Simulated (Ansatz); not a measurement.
# LiGe (quartet): wave-function methods side by side, aug-cc-pVDZ

An exercise on one series of results from a longer session: the logs are not shown, and one member is left open.

Method: aug-cc-pVDZ, core rule «outside noble gas», up to 15 orbitals frozen; program: Ansatz 0.2.0, Gaussian basis.

To be run: UHF; CCSD(T) on ROHF; CCSD(T) on UHF; BCCD(T) on ROHF; CISD as a restricted active space (open shells left free, so some higher excitations enter); CCSDT(Q) on ROHF; CCSDT(Q) on UHF; Full CI.

32 further runs of the same task are left out: 14 for a known fault of the program, 6 that didn't finish, 12 set aside as unsound or not needed. Runs told in other sessions of the task aren't counted.

## The system

The geometry is a PBE0/def2-TZVP stationary point (not a proven minimum) of the parent state, kept for this charge and spin. No spin-orbit coupling is included. The filled d shell of Ge may be among the frozen orbitals whatever the setting's name suggests.

2 atoms, charge 0, spin multiplicity 4.

Atoms are counted from 1 here; the program's logs count them from 0.

No contacts short enough for the rule that draws bonds.

Set-up of the first run:

The input, in.yaml:

```yaml
crystal:
  periodic: [false, false, false]
  atoms:
    - {symbol: Ge, position_ang: [0.000000, 0.000000, 0.000000]}
    - {symbol: Li, position_ang: [0.000000, 0.000000, 2.497400]}
basis:
  gaussian: {orbitals: aug-cc-pVDZ}
magnetization: {spin_polarized: true, initial_magnetization: 3}
hamiltonian: {xc: hf}
output: {orbitals: {seedname: orbitals}}
```

Command:

```
$ ansatz run in.yaml --threads 1 --pin off --events-out ev --progress --plain --max-ram 2393MiB
```

Among the steps run: UHF; CCSD(T) on ROHF; CCSD(T) on UHF; BCCD(T) on ROHF; CISD as a restricted active space (open shells left free, so some higher excitations enter); CCSDT(Q) on ROHF; CCSDT(Q) on UHF; Full CI.

One of the session's tables, all rows but one given; the rest of the session is left out.

It belongs to the step «Misses and costs». 

```
   method  from FCI (meV)
     ROHF         +2041.9
      UHF         +2005.6
     RMP2          +479.0
     UMP2          +479.0
     CISD           +84.0
    RCCSD           +75.5
    UCCSD           +62.4
 RCCSD(T)           +18.9
 UCCSD(T)            +6.5
  BCCD(T)           +19.1
   RCCSDT            +3.7
   UCCSDT               ?
RCCSDT(Q)            +0.8
UCCSDT(Q)           -11.8
      FCI               0
```

**Question.** Estimate the row for UCCSDT.

**Answer.** from FCI (meV): -8.8. In the column «from FCI (meV)» it lies between UCCSDT(Q) (-11.8) and FCI (0).

Caveats from the session: UCCSDT, UCCSDT(Q) fall below full CI: unrestricted runs freeze a spin-polarised core, another one than full CI's, and coupled cluster isn't variational. Levels on UHF freeze UHF's core orbitals, full CI those of ROHF, so the U rows can settle a little off it for that reason alone. Restricted and unrestricted rows rest on different reference determinants; a gap between their highest levels can come from leftover correlation error, from unlike frozen cores or from another state.
